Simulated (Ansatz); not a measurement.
# Al2O3: the cost of one run

Method: DFT PBE, scalar-relativistic, plane waves, PAW, in Ansatz 0.2.0.

18 further runs of the same task are left out: 18 set aside as unsound or not needed. Runs told in other sessions of the task aren't counted.

### Step 1. The starting structure

It takes space group R-3c (No. 167, trigonal). The conventional cell has a = 4.808 Å, b = 4.808 Å, c = 13.121 Å, α = 90.00°, β = 90.00°, γ = 120.00°. Around Al (site symmetry 3) lie 6 O at 1.87 to 1.99 Å. O (site symmetry 2) is surrounded by 4 Al at 1.87 to 1.99 Å.

Structure file:

```cif
data_structure
_symmetry_space_group_name_H-M 'P 1'
_symmetry_Int_Tables_number 1
_cell_length_a 5.1803
_cell_length_b 5.1803
_cell_length_c 5.1803
_cell_angle_alpha 55.301
_cell_angle_beta 55.301
_cell_angle_gamma 55.301
_cell_volume 87.57
loop_
_atom_site_label
_atom_site_type_symbol
_atom_site_fract_x
_atom_site_fract_y
_atom_site_fract_z
_atom_site_occupancy
Al1 Al 0.85213 0.85213 0.85213 1
Al2 Al 0.64787 0.64787 0.64787 1
Al3 Al 0.14787 0.14787 0.14787 1
Al4 Al 0.35213 0.35213 0.35213 1
O1 O 0.05616 0.44384 0.75000 1
O2 O 0.75000 0.05616 0.44384 1
O3 O 0.44384 0.75000 0.05616 1
O4 O 0.94384 0.55616 0.25000 1
O5 O 0.25000 0.94384 0.55616 1
O6 O 0.55616 0.25000 0.94384 1
```

This cell was relaxed beforehand with the same method: volume 8.76 Å³/atom, gap on the mesh 5.86 eV.

### Step 2. Plan of the line

Atoms count from 1 in the order of the input.

The energy is mapped over a free internal coordinate and the cell.

First coordinate, shift of Al1 along [0 0 1], its symmetry partners moved as symmetry demands (measured in the relaxed cell): 7 values from −0.15 Å. Second coordinate, c/a of the conventional cell at fixed volume: 7 values from 2.183 to 3.275.

Nothing else is relaxed (all other coordinates fixed). Energies count from the relaxed crystal. Points are written as (first, second).

### Step 3. The run at (0.15 Å, 2.183)

input.yaml

```yaml
crystal:
  lattice:
    - [2.5897113169, 1.4951705259, 3.769238498]
    - [-2.5897113169, 1.4951705259, 3.769238498]
    - [0.0, -2.9903410518, 3.769238498]
  atoms:
    - { symbol: Al, position: [0.8635611633, 0.8635611633, 0.8635611633] }
    - { symbol: Al, position: [0.6364388367, 0.6364388367, 0.6364388367] }
    - { symbol: Al, position: [0.1364388367, 0.1364388367, 0.1364388367] }
    - { symbol: Al, position: [0.3635611633, 0.3635611633, 0.3635611633] }
    - { symbol: O, position: [0.056157404, 0.443842596, 0.75] }
    - { symbol: O, position: [0.75, 0.056157404, 0.443842596] }
    - { symbol: O, position: [0.443842596, 0.75, 0.056157404] }
    - { symbol: O, position: [0.943842596, 0.556157404, 0.25] }
    - { symbol: O, position: [0.25, 0.943842596, 0.556157404] }
    - { symbol: O, position: [0.556157404, 0.25, 0.943842596] }
basis:
  ecutwfc: 520.0
kpoints:
  mp_grid: { grid: [6, 6, 6] }
hamiltonian:
  xc: pbe
  pseudopotentials: { kind: paw, azcp: { folder: soft_1 } }
scf:
  occupations: { method: gaussian, width: 0.05 }
output:
  forces: true
  stress: true
  eigenvalues: true
  write_density: true
  write_potential: true
  elf: true
  volumetric_format: npy
```

Command:

```bash
> ansatz run input.yaml --threads 2 --pin off --max-ram 4096MiB --backend cpu --events-out ev --progress --plain --runs-dir out
```

Q: Estimate wall time and peak memory on 2 threads of Arm Neoverse N1, shared host.

About 9.3 s, with a peak of 0.41 GiB.
